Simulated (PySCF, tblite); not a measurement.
**C₇H₉BO: dynamics, then NMR shifts on frames, part 1 of 2**

How do NMR shifts of C₇H₉BO (`COC1=CC=CBC=C1`) change as the atoms move?

The runs use tblite 0.8.0 and PySCF 2.14.0, with density-fitted response routines of our own; the level of theory stands in each step. All values are computed, except where a source is named. Atoms count from 0, in the outputs and in this text.

### 1 The molecule as given

18 atoms, charge 0, multiplicity 1; geometry from: GFN2-xTB.

Bonds of the start (Å): C0–O1 1.40, O1–C2 1.37, C2–C3 1.37, C3–C4 1.41, C4–C5 1.36, C5–B6 1.52, B6–C7 1.53, C7–C8 1.36, C8–C2 1.43, C0–H9 1.09, C0–H10 1.09, C0–H11 1.10, C3–H12 1.08, C4–H13 1.09, C5–H14 1.09, B6–H15 1.18, C7–H16 1.09, C8–H17 1.09.

### 2 A short Langevin run with GFN2-xTB

What the job is given:

```
{"job": {"kind": "md", "xc": "GFN2-xTB", "basis": "xTB", "temperature": 600, "steps": 2000, "every": 50, "frames": 5}, "charge": 0, "multiplicity": 1}
C      2.931828    -0.217152    -0.866678
O      1.793833    -1.021891    -0.689690
C      0.573038    -0.463495    -0.425774
C      0.404212     0.894496    -0.325793
C     -0.756915     1.649959    -0.064590
C     -2.038317     1.239283     0.160878
B     -2.595964    -0.172895     0.195440
C     -1.727196    -1.410158    -0.031246
C     -0.399065    -1.498129    -0.290114
H      3.749047    -0.911417    -1.057396
H      2.825148     0.454875    -1.724444
H      3.159493     0.367209     0.030965
H      1.291217     1.498403    -0.467591
H     -0.565941     2.720535    -0.048711
H     -2.734102     2.056117     0.333851
H     -3.743455    -0.325698     0.403574
H     -2.224924    -2.375087     0.016445
H      0.049302    -2.478639    -0.425541
```

With the program's defaults for keys left out, this is: GFN2-xTB Langevin dynamics, gas phase.

Started as:

```console
OMP_NUM_THREADS=1 python probes_run.py task.json out
```

The driver reads the jobs from task.json and runs them one after another.

Output:

```text
t/fs     T/K      E/eV
    0.0   508.9   -675.08902
   25.0   349.3   -674.32259
   50.0   494.7   -674.33190
   75.0   350.6   -674.17703
  100.0   446.1   -674.33470
  125.0   506.7   -674.35782
  150.0   537.1   -673.83822
  175.0   548.2   -673.74884
  200.0   544.5   -673.77056
  225.0   519.2   -673.77866
  250.0   504.5   -673.52860
  275.0   380.4   -673.48856
  300.0   520.7   -674.01766
  325.0   625.4   -674.27731
  350.0   519.5   -673.97528
  375.0   552.0   -674.10937
  400.0   547.5   -673.59892
  425.0   593.9   -673.62269
  450.0   625.1   -673.75302
  475.0   629.7   -673.94379
  500.0   448.8   -673.29626
  525.0   469.4   -673.53177
  550.0   412.3   -673.39516
  575.0   474.9   -673.90145
  600.0   489.6   -674.03400
  625.0   447.4   -673.66989
  650.0   736.6   -674.03199
  675.0   493.3   -673.45745
  700.0   540.7   -673.74240
  725.0   483.5   -673.54113
  750.0   630.3   -673.64194
  775.0   650.1   -673.88116
  800.0   504.3   -673.92397
  825.0   404.3   -673.72424
  850.0   564.5   -673.64035
  875.0   419.8   -673.74829
  900.0   536.6   -674.15041
  925.0   643.1   -673.87453
  950.0   636.7   -673.97502
  975.0   558.1   -673.87806
 1000.0   533.5   -673.95775
```

Wall time 14 s (1 thread, shared host).

Distance from the start (root mean square after alignment): 0 fs 0.00 Å, 200 fs 0.22 Å, 400 fs 0.70 Å, 600 fs 0.80 Å, 800 fs 0.82 Å, 1000 fs 0.64 Å.

Positions (Å) and forces (eV/Å) at 1000 fs:

```xyz
18

C     3.338   -1.510   -0.127    1.102   -0.064   -0.553
O     2.030   -1.994    0.107    0.686    0.155    0.398
C     0.876   -1.247    0.196    1.226   -0.869    0.788
C     0.864    0.089   -0.060   -0.990   -1.668   -0.107
C    -0.236    0.866   -0.357   -1.723    0.030    0.474
C    -1.579    0.592   -0.282   -1.004   -1.150   -1.760
B    -2.330   -0.764   -0.100    0.990   -0.064    0.996
C    -1.475   -1.843    0.709    0.348    0.480   -1.471
C    -0.123   -2.084    0.758   -1.544    0.359    1.008
H     3.936   -1.108    0.744   -1.251   -0.003   -0.353
H     3.942   -2.431   -0.385   -0.772    0.856   -0.210
H     3.394   -0.745   -0.965   -0.051   -0.930    0.774
H     1.780    0.437   -0.366    1.931    1.171   -0.452
H     0.022    1.808   -0.748    0.275    1.244   -0.344
H    -2.207    1.266   -0.883    0.337    0.484    0.715
H    -3.513   -0.934   -0.458    1.450    0.148    0.503
H    -2.018   -2.644    1.123   -0.818   -0.765    0.732
H     0.240   -2.903    1.434   -0.190    0.586   -1.139
```

### 3 NMR shieldings: 250 fs, PBE0/pcSseg-1

What the job is given:

```
{"job": {"kind": "nmr", "xc": "PBE0", "basis": "pcSseg-1", "pop": false}, "charge": 0, "multiplicity": 1}
C      2.898700    -1.338600     0.443400
O      1.429600    -1.682800     0.452200
C      0.364000    -0.969500     0.015000
C      0.345800     0.367300    -0.414600
C     -0.564600     1.322800    -0.763900
C     -1.868400     1.140500    -0.968300
B     -2.650800    -0.141100    -0.805700
C     -1.957800    -1.371400    -0.532800
C     -0.731300    -1.842800    -0.140900
H      3.336800    -2.206700     0.022400
H      2.991000    -0.498800    -0.207800
H      2.981500    -1.202200     1.552600
H      1.346800     0.895900    -0.533300
H     -0.083300     2.279000    -0.752700
H     -2.436600     2.056500    -1.074500
H     -3.803400    -0.078400    -0.559900
H     -2.511100    -2.319000    -0.454700
H     -0.608000    -2.918900     0.076000
```

Level: GIAO PBE0/pcSseg-1 NMR shielding, non-relativistic, gas phase.

Output:

```text
coarse grid: 15360 points
cycle   1  E = -371.4639395901  dE =  1.524e+00  |g| = 6.585e-01  |ddm| = 4.020e+00
cycle   2  E = -371.3279467157  dE =  1.360e-01  |g| = 9.916e-01  |ddm| = 1.638e+00
cycle   3  E = -371.5656820580  dE = -2.377e-01  |g| = 1.600e-01  |ddm| = 1.129e+00
cycle   4  E = -371.5719017668  dE = -6.220e-03  |g| = 6.288e-02  |ddm| = 2.143e-01
cycle   5  E = -371.5727825327  dE = -8.808e-04  |g| = 2.809e-02  |ddm| = 8.705e-02
cycle   6  E = -371.5729534149  dE = -1.709e-04  |g| = 6.815e-03  |ddm| = 2.925e-02
cycle   7  E = -371.5729633124  dE = -9.898e-06  |g| = 2.172e-03  |ddm| = 8.334e-03
final grid: 149224 points
cycle   8  E = -371.6367817306  dE = -2.362e-05  |g| = 1.349e-02  |ddm| = 4.449e-02
cycle   9  E = -371.6366906694  dE =  9.106e-05  |g| = 2.476e-02  |ddm| = 2.967e-02
cycle  10  E = -371.6368194926  dE = -1.288e-04  |g| = 2.558e-03  |ddm| = 2.130e-02
cycle  11  E = -371.6368212361  dE = -1.743e-06  |g| = 6.011e-04  |ddm| = 3.189e-03
cycle  12  E = -371.6368213276  dE = -9.153e-08  |g| = 2.162e-04  |ddm| = 8.159e-04
cycle  13  E = -371.6368213399  dE = -1.227e-08  |g| = 5.030e-05  |ddm| = 2.382e-04
cycle  14  E = -371.6368213403  dE = -4.500e-10  |g| = 2.933e-05  |ddm| = 7.288e-05
converged SCF energy = -371.6368213403

GIAO shielding tensors (ppm)
atom      isotropic    diamagn.    paramagn.     s11        s22        s33       span
  0 C      120.815     251.923    -131.107     85.298    100.592    176.556     91.258
  1 O      192.692     399.775    -207.083     93.483    215.402    269.193    175.710
  2 C       13.033     253.040    -240.007    -71.788      7.785    103.100    174.888
  3 C       68.501     261.448    -192.947    -16.578     53.671    168.409    184.987
  4 C       39.764     255.374    -215.610    -83.492     46.005    156.779    240.271
  5 C       28.671     255.655    -226.984   -116.324     13.892    188.443    304.767
  6 B       58.837     195.859    -137.023      2.569     42.580    131.361    128.792
  7 C       31.738     250.511    -218.773   -104.650      8.198    191.666    296.316
  8 C       26.763     258.080    -231.317    -84.812     34.825    130.277    215.089
  9 H       27.718      29.898      -2.180     23.699     26.851     32.604      8.905
 10 H       27.242      31.656      -4.415     22.760     27.371     31.593      8.833
 11 H       25.903      28.734      -2.831     21.468     24.368     31.871     10.403
 12 H       24.397      33.829      -9.432     17.842     24.622     30.728     12.886
 13 H       23.707      32.168      -8.462     18.838     23.168     29.114     10.277
 14 H       23.635      29.632      -5.996     19.599     23.224     28.083      8.484
 15 H       25.179      29.565      -4.386     22.247     25.168     28.121      5.874
 16 H       23.536      27.481      -3.945     19.248     20.795     30.565     11.317
 17 H       22.921      32.303      -9.381     19.058     20.983     28.723      9.665
```

It took 30 s on 1 thread, shared host.

The references, computed at this level on geometries of the same kind, shield at (ppm): ¹H TMS 31.72, ¹³C TMS 186.9, ¹⁷O H2O 336.1, ¹¹B BF3·OEt2 100.1. Their shielding less the atom's gives the shift. The references are single molecules in the gas phase, so shifts against H2O, NH3, PH3, H3PO4 or CFCl3 are not on the usual liquid scales and can be off by tens of ppm. Each atom is listed at this fixed geometry, with no averaging over motion; a spectrum would average atoms that exchange fast.

```
atoms                                                  environment  σ (ppm)  δ (ppm)
   C2                                 alkene carbon bearing oxygen     13.0    173.9
   C8                                                    alkene CH     26.8    160.2
   C5                                                    alkene CH     28.7    158.3
   C7                                                    alkene CH     31.7    155.2
   C4                                                    alkene CH     39.8    147.2
   C3                β carbon of an enol-ether or enamine type C=C     68.5    118.4
   C0                                    methyl carbon bonded to O    120.8     66.1
  H17                                     hydrogen on an alkene CH    22.92     8.80
  H16                                     hydrogen on an alkene CH    23.54     8.18
  H14                                     hydrogen on an alkene CH    23.64     8.08
  H13                                     hydrogen on an alkene CH    23.71     8.01
  H12  hydrogen on a β carbon of an enol-ether or enamine type C=C    24.40     7.32
  H15      hydrogen on a boron bonded to 2 C, in a 7-membered ring    25.18     6.54
  H11                      hydrogen on a methyl carbon bonded to O    25.90     5.81
  H10                      hydrogen on a methyl carbon bonded to O    27.24     4.48
   H9                      hydrogen on a methyl carbon bonded to O    27.72     4.00
   O1                                                 ether oxygen    192.7    143.4
   B6                 boron bonded to 2 C, H, in a 7-membered ring     58.8     41.2
```

Ring of atoms C2, C3, C4, C5, B6, C7, C8: NICS(0) -3.8, NICS(1) -6.9, NICS(1)zz -18.0 ppm (means of both faces).

### 4 Nuclear shieldings: 425 fs, PBE0/pcSseg-1

What the job is given:

```
{"job": {"kind": "nmr", "xc": "PBE0", "basis": "pcSseg-1", "pop": false}, "charge": 0, "multiplicity": 1}
C      3.136600    -1.932700     0.730800
O      1.756900    -2.257900     0.740900
C      0.861400    -1.288500     0.371800
C      0.919400    -0.238300    -0.561600
C      0.161100     0.926500    -0.818600
C     -1.188400     0.858900    -0.930700
B     -2.126400    -0.364700    -0.832000
C     -1.672900    -1.546900     0.148500
C     -0.482100    -1.695300     0.801700
H      3.252900    -0.851800     0.778500
H      3.634800    -2.426700     1.599200
H      3.629200    -2.367500    -0.196600
H      1.833500     0.045200    -1.089900
H      0.743300     1.698800    -1.304800
H     -1.648000     1.779800    -1.407200
H     -3.150400    -0.294100    -1.423800
H     -2.646900    -1.988900     0.513900
H     -0.458100    -2.393500     1.697900
```

With the program's defaults for keys left out, this is: GIAO PBE0/pcSseg-1 NMR shielding, non-relativistic, gas phase.

Output:

```text
coarse grid: 15360 points
cycle   1  E = -371.4930274617  dE =  1.171e+00  |g| = 5.786e-01  |ddm| = 3.896e+00
cycle   2  E = -371.3965381608  dE =  9.649e-02  |g| = 8.651e-01  |ddm| = 1.288e+00
cycle   3  E = -371.5672683222  dE = -1.707e-01  |g| = 1.440e-01  |ddm| = 8.739e-01
cycle   4  E = -371.5722203629  dE = -4.952e-03  |g| = 6.431e-02  |ddm| = 2.079e-01
cycle   5  E = -371.5732512125  dE = -1.031e-03  |g| = 2.073e-02  |ddm| = 7.559e-02
cycle   6  E = -371.5733431294  dE = -9.192e-05  |g| = 6.081e-03  |ddm| = 2.337e-02
cycle   7  E = -371.5733508397  dE = -7.710e-06  |g| = 2.173e-03  |ddm| = 7.558e-03
final grid: 149224 points
cycle   8  E = -371.6362441944  dE = -2.238e-05  |g| = 1.299e-02  |ddm| = 3.893e-02
cycle   9  E = -371.6361731223  dE =  7.107e-05  |g| = 2.258e-02  |ddm| = 2.767e-02
cycle  10  E = -371.6362786788  dE = -1.056e-04  |g| = 2.203e-03  |ddm| = 1.910e-02
cycle  11  E = -371.6362799932  dE = -1.314e-06  |g| = 4.613e-04  |ddm| = 2.531e-03
cycle  12  E = -371.6362800413  dE = -4.812e-08  |g| = 1.970e-04  |ddm| = 6.206e-04
cycle  13  E = -371.6362800512  dE = -9.859e-09  |g| = 5.942e-05  |ddm| = 2.210e-04
cycle  14  E = -371.6362800520  dE = -7.512e-10  |g| = 2.654e-05  |ddm| = 7.469e-05
converged SCF energy = -371.6362800520

GIAO shielding tensors (ppm)
atom      isotropic    diamagn.    paramagn.     s11        s22        s33       span
  0 C      121.929     243.877    -121.948     92.179     95.251    178.357     86.178
  1 O      212.752     394.604    -181.852    122.161    236.267    279.828    157.666
  2 C        9.231     258.327    -249.096    -70.981      0.762     97.913    168.895
  3 C       58.670     259.441    -200.772    -28.971     32.889    172.091    201.062
  4 C       32.372     256.296    -223.924   -101.158     44.457    153.817    254.975
  5 C       26.422     254.915    -228.493    -95.329     12.234    162.362    257.692
  6 B       50.513     194.132    -143.618      2.012     27.457    122.071    120.059
  7 C       25.136     256.736    -231.600   -119.181     24.912    169.677    288.858
  8 C       26.141     251.452    -225.311    -73.888     17.229    135.083    208.971
  9 H       27.557      29.382      -1.825     23.964     26.641     32.065      8.101
 10 H       26.747      25.874       0.873     22.764     25.178     32.300      9.535
 11 H       26.576      26.294       0.281     23.367     24.070     32.289      8.921
 12 H       24.768      32.926      -8.158     19.317     24.167     30.819     11.502
 13 H       23.321      32.130      -8.809     19.849     21.934     28.182      8.333
 14 H       23.367      29.341      -5.973     20.417     22.397     27.288      6.871
 15 H       24.865      29.880      -5.015     22.522     24.459     27.613      5.091
 16 H       22.206      27.681      -5.475     19.496     20.868     26.254      6.759
 17 H       23.067      28.895      -5.828     19.467     22.266     27.467      8.000
```

Run time: 30 s. Hardware: 1 thread, shared host.

Key values: δ C2 177.7, C7 161.8, C8 160.8, C5 160.5, H16 9.51, H17 8.65 ppm.

(Continued in part 2 of 2.)
